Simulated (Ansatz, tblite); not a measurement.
# (AgOH)2 ring (Ag₂H₂O₂): a ladder of methods and basis sets

How do method and basis change the picture of (AgOH)2 ring (Ag₂H₂O₂) (singlet)?

Program: Ansatz 0.2.0, Gaussian basis. Level of theory: as each input shows. These are calculated values, not measurements.

Plan: GFN1-xTB, GFN2-xTB, PBE-D4/def2-TZVP, r2SCAN-D4/def2-TZVP, ωB97X-V/def2-TZVP, r2SCAN0-D4/def2-TZVP, r2SCANh-D4/def2-TZVP, LDA/def2-TZVP, LC-ωPBE/def2-TZVP, B97M-V/def2-TZVP, ωB97M-V/def2-TZVP, PBE-D4/def2-SVP, PBE0-D4/def2-SVP, CCSD(T)/def2-TZVP, RPA/def2-TZVP.

2 further runs of the same task are left out: 1 that didn't finish, 1 set aside as unsound or not needed.

### Step 1. The relaxed structure

The geometry is that of the singlet, from an earlier relaxation (PBE-D4/def2-SVP).

6 atoms, charge 0, spin multiplicity 1.

Bond lengths: Ag1–O2 2.242 Å, Ag1–O4 2.242 Å, O2–Ag3 2.242 Å, O2–H5 0.978 Å, Ag3–O4 2.242 Å, O4–H6 0.978 Å. Angles: O2–Ag1–O4 102.3°, Ag1–O2–Ag3 77.4°, Ag1–O2–H5 109.6°, Ag3–O2–H5 109.6°, O2–Ag3–O4 102.3°, Ag1–O4–Ag3 77.4°, Ag1–O4–H6 109.6°, Ag3–O4–H6 109.6°.

Coordinates:

```xyz
6
charge 0, multiplicity 1
Ag    1.30434    0.24202    0.49957
O    -0.32771    1.73921    0.14824
Ag   -1.39806   -0.21663   -0.08923
O     0.18466   -1.70046    0.47810
H    -0.20750    2.15581   -0.72816
H     0.44427   -2.21996   -0.30853
```

Ag takes a core potential in the def2 sets. No spin-orbit coupling is included.

PBE0-D4/def2-TZVP was run before; its log isn't repeated, and its numbers join the tables.

### Step 2. GFN1-xTB

Tight binding, by tblite at 300 K electronic temperature and without a spin-polarisation term:

```python
tblite.interface.Calculator('GFN1-xTB', numbers, positions, charge=0, uhf=0).singlepoint()
```

Energy -493.1202 eV, HOMO -10.78 eV, LUMO -8.16 eV; 0.004 s.

### Step 3. GFN2-xTB

Tight binding, by tblite at 300 K electronic temperature and without a spin-polarisation term:

```python
tblite.interface.Calculator('GFN2-xTB', numbers, positions, charge=0, uhf=0).singlepoint()
```

Energy -460.4728 eV, HOMO -9.31 eV, LUMO -6.15 eV; 0.003 s.

### Step 4. PBE-D4/def2-TZVP

start.molden holds the orbitals of an earlier run on this state, given as this run's starting guess.

Input file in.yaml:

```yaml
crystal:
  periodic: [false, false, false]
  atoms:
    - {symbol: Ag, position_ang: [1.304340, 0.242023, 0.499571]}
    - {symbol: O, position_ang: [-0.327705, 1.739214, 0.148240]}
    - {symbol: Ag, position_ang: [-1.398058, -0.216635, -0.089226]}
    - {symbol: O, position_ang: [0.184665, -1.700455, 0.478096]}
    - {symbol: H, position_ang: [-0.207505, 2.155806, -0.728160]}
    - {symbol: H, position_ang: [0.444274, -2.219963, -0.308532]}
basis:
  gaussian: {orbitals: def2-TZVP, initial_orbitals: start.molden}
hamiltonian: {xc: pbe, dispersion: d4}
scf: {omitted_lower_state_checks: [starts]}
output: {orbitals: {seedname: orbitals}}
```

Command:

```sh
ansatz run in.yaml --threads 4 --pin off --events-out ev --progress --plain --max-ram 3916MiB
```

After this run come: r2SCAN-D4/def2-TZVP; ωB97X-V/def2-TZVP; r2SCAN0-D4/def2-TZVP; r2SCANh-D4/def2-TZVP; LDA/def2-TZVP; LC-ωPBE/def2-TZVP; B97M-V/def2-TZVP; ωB97M-V/def2-TZVP; PBE-D4/def2-SVP; PBE0-D4/def2-SVP; CCSD(T)/def2-TZVP; RPA/def2-TZVP.

Q: Predict the results of all the runs planned. Wanted: gap in def2-TZVP, named functionals, smallest and largest; correlation energy, CCSD(T)/def2-TZVP; binding an atom, CCSD(T)/def2-TZVP; PBE0 total energy, smallest basis above largest.

**Answer**, as computed:

```
                                                 quantity                             value
gap in def2-TZVP, named functionals, smallest and largest  1.74 eV (LDA), 8.72 eV (LC-ωPBE)
                    correlation energy, CCSD(T)/def2-TZVP                         -39.32 eV
                       binding an atom, CCSD(T)/def2-TZVP                          2.540 eV
          PBE0 total energy, smallest basis above largest     7.03 eV (def2-SVP, def2-TZVP)
```

What this shows: Over the named functionals in def2-TZVP the gap runs from 1.74 eV (LDA) to 8.72 eV (LC-ωPBE); exact exchange widens it. The functionals in def2-TZVP miss CCSD(T)/def2-TZVP by -0.050 (r2SCAN0-D4) to +0.646 eV (LDA) an atom. The reference is CCSD(T) in one finite basis, so it carries an error of its own, often a tenth of an eV or more, and near misses can't be ranked.
